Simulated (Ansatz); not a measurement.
# C₃H₅AlClF: how energies converge with the basis set

An exercise on one series of results from a longer session: the logs are not shown, and one member is left open.

Method: one geometry, several basis sets; program: Ansatz 0.2.0, Gaussian basis.

Levels to be run: PBE0-D4/def2-SVP; ωB97M-V/def2-SVP; PBE0-D4/def2-QZVPP; ωB97M-V/def2-QZVPP; the functionals' def2-TZVPP values are taken from earlier runs.

**The relaxed structure**

All runs share one geometry, relaxed beforehand with PBE0-D4 in a triple-zeta def2 set.

SMILES `C=C[CH2][Al]([F])[Cl]`, 11 atoms, charge 0, spin multiplicity 1.

Atoms are counted from 1 here; the program's logs count them from 0.

Bond lengths: C1–C2 1.345 Å, C1–H7 1.082 Å, C1–H8 1.087 Å, C2–C3 1.488 Å, C2–H9 1.088 Å, C3–Al4 1.942 Å, C3–H10 1.091 Å, C3–H11 1.084 Å, Al4–F5 1.648 Å, Al4–Cl6 2.090 Å. Angles: C2–C1–H7 121.0°, C2–C1–H8 121.9°, H7–C1–H8 117.0°, C1–C2–C3 124.9°, C1–C2–H9 117.6°, C3–C2–H9 116.6°, C2–C3–Al4 83.0°, C2–C3–H10 113.6°, C2–C3–H11 114.1°, Al4–C3–H10 110.1°, Al4–C3–H11 121.3°, H10–C3–H11 111.9°, C3–Al4–F5 119.1°, C3–Al4–Cl6 123.0°, F5–Al4–Cl6 117.8°.

Geometry (Å):

```
C    -0.51077   -1.36791   -0.33814
C     0.55467   -0.74920    0.20207
C     1.12786    0.53630   -0.28163
Al   -0.60376    1.23611    0.25110
F    -1.72743    1.56135   -0.90921
Cl   -1.08082    1.71217    2.22897
H    -0.95236   -2.23434    0.13645
H    -0.93535   -1.05480   -1.28883
H     0.92117   -1.11722    1.15844
H     1.23428    0.58582   -1.36597
H     2.03779    0.83472    0.22735
```

Set-up of the first run:

in.yaml reads:

```yaml
crystal:
  periodic: [false, false, false]
  atoms:
    - {symbol: C, position_ang: [-0.510768, -1.367909, -0.338143]}
    - {symbol: C, position_ang: [0.554673, -0.749200, 0.202073]}
    - {symbol: C, position_ang: [1.127865, 0.536300, -0.281631]}
    - {symbol: Al, position_ang: [-0.603757, 1.236105, 0.251099]}
    - {symbol: F, position_ang: [-1.727428, 1.561346, -0.909207]}
    - {symbol: Cl, position_ang: [-1.080818, 1.712169, 2.228972]}
    - {symbol: H, position_ang: [-0.952362, -2.234341, 0.136446]}
    - {symbol: H, position_ang: [-0.935352, -1.054798, -1.288829]}
    - {symbol: H, position_ang: [0.921170, -1.117217, 1.158441]}
    - {symbol: H, position_ang: [1.234284, 0.585822, -1.365971]}
    - {symbol: H, position_ang: [2.037794, 0.834722, 0.227348]}
basis:
  gaussian: {orbitals: def2-SVP}
hamiltonian: {xc: pbe0, dispersion: d4}
output: {orbitals: {seedname: orbitals}}
```

Steps of the session up to this table: PBE0-D4 in def2-SVP; ωB97M-V in def2-SVP; PBE0-D4 in def2-QZVPP; ωB97M-V in def2-QZVPP.

One of the session's tables, all rows but one given; the rest of the session is left out.

It belongs to the step «Density functionals: the series». 

```
functional       basis  HOMO (eV)
   PBE0-D4    def2-SVP      -7.36
   PBE0-D4  def2-TZVPP      -7.38
   PBE0-D4  def2-QZVPP          ?
   ωB97M-V    def2-SVP      -9.46
   ωB97M-V  def2-TZVPP      -9.49
   ωB97M-V  def2-QZVPP      -9.51
```

**Question.** Estimate the row for PBE0-D4, def2-QZVPP.

The run gave: HOMO (eV): -7.39. In the column «HOMO (eV)» it lies between ωB97M-V, def2-SVP (-9.46) and PBE0-D4, def2-TZVPP (-7.38).
